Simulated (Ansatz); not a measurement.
**ScNb2O3: from a guess to a relaxed structure**

Aim: relax a trial structure of ScNb2O3 and see where it ends, then test the end with a random kick.

Computed with Ansatz 0.2.0 (DFT PBE, scalar-relativistic, plane waves, PAW, unless a step's input says otherwise).

2 further runs of the same task are left out: 2 set aside as unsound or not needed.

## 1. Starting point

It takes space group Cmmm (No. 65, orthorhombic). Conventional cell: a = 5.594 Å, b = 8.530 Å, c = 2.784 Å, α = 90.00°, β = 90.00°, γ = 90.00°. Sc (site symmetry mmm) is surrounded by 2 Nb at 2.43 Å and 2 Sc at 2.78 Å. Nb (site symmetry m2m) is surrounded by 5 O at 1.84 to 1.99 Å. O (site symmetry mmm) is surrounded by 2 Nb at 1.84 Å. O (site symmetry 2/m) is surrounded by 4 Nb at 1.99 Å.

Coordinates:

```xyz
6
Lattice="2.7968 -4.2650 0.0000 2.7968 4.2650 0.0000 0.0000 0.0000 2.7840" Properties=species:S:1:pos:R:3 pbc="T T T"
Sc    2.7968    0.0000    0.0000
Nb    2.7968    2.4256    0.0000
Nb    2.7968   -2.4256    0.0000
O     0.0000    0.0000    0.0000
O     1.3984   -2.1325    1.3920
O     1.3984    2.1325    1.3920
```

The cell is invented: species swapped into a database cell of NaH2Pd3 (Cmmm, No. 65), with Sc on the Na sites, Nb on the H sites and O on the Pd sites. The dimensions are guesses.

## 2. Probe: one point on a coarse mesh

File input.yaml:

```yaml
crystal:
  lattice:
    - [2.79684693, -4.26497726, 0.0]
    - [2.79684693, 4.26497726, 0.0]
    - [0.0, 0.0, 2.78397254]
  atoms:
    - { symbol: Sc, position: [0.5, 0.5, 0.0] }
    - { symbol: Nb, position: [0.2156325, 0.7843675, 0.0] }
    - { symbol: Nb, position: [0.7843675, 0.2156325, 0.0] }
    - { symbol: O, position: [0.0, 0.0, 0.0] }
    - { symbol: O, position: [0.5, 0.0, 0.5] }
    - { symbol: O, position: [0.0, 0.5, 0.5] }
basis:
  ecutwfc: 420
kpoints:
  mp_grid: { grid: [4, 4, 6] }
hamiltonian:
  xc: pbe
scf:
  occupations: { method: gaussian, width: 0.1 }
  lower_state_search: "off"
output:
  forces: true
  stress: true
  eigenvalues: true
```

On the command line:

```
> ansatz run input.yaml --threads 1 --pin off --max-ram 2560MiB --backend cpu --events-out ev --progress --plain --runs-dir out
```

The session goes on with these runs: rough relaxation on the coarse mesh; relaxation on the finer mesh; reference for the kick test; random kick, then relaxation; the kicked end on a coarse mesh; rough relaxation on the coarse mesh (after the kick); full relaxation (after the kick).

What does the calculation give? Wanted: conventional cell; volume; energy over the elements; gap on the mesh; after the kick; energy gained by the kick.

As calculated:

```
                                                              quantity                                                                        value
                          symmetry at the first end (tolerance 0.05 Å)                                                    space group Cmmm (No. 65)
                                                     conventional cell   a = 4.819 Å, b = 10.539 Å, c = 3.372 Å, α = 90.00°, β = 90.00°, γ = 90.00°
                                                                volume                                                                14.27 Å³/atom
energy over the elements (uncorrected; H, N, O, F and Cl as molecules)                                                                -1.55 eV/atom
                                                       gap on the mesh                                                                 none (metal)
                                                        after the kick  space group P6_3/mcm (No. 193), 11.86 Å³/atom, gap on the mesh none (metal)
                                             energy gained by the kick                                                                 527 meV/atom
```

The space group Cmmm (No. 65) is kept, and the volume per atom grows by 29.0 % from the first guess. It lies below the elements, which doesn't yet make it stable: competing phases were not computed in this session. The first end is not the local ground state: the kicked cell settles 527 meV/atom lower. Some metallic runs here have no spin polarisation while others do, so their energies compare only roughly. Other magnetic orders were not searched.
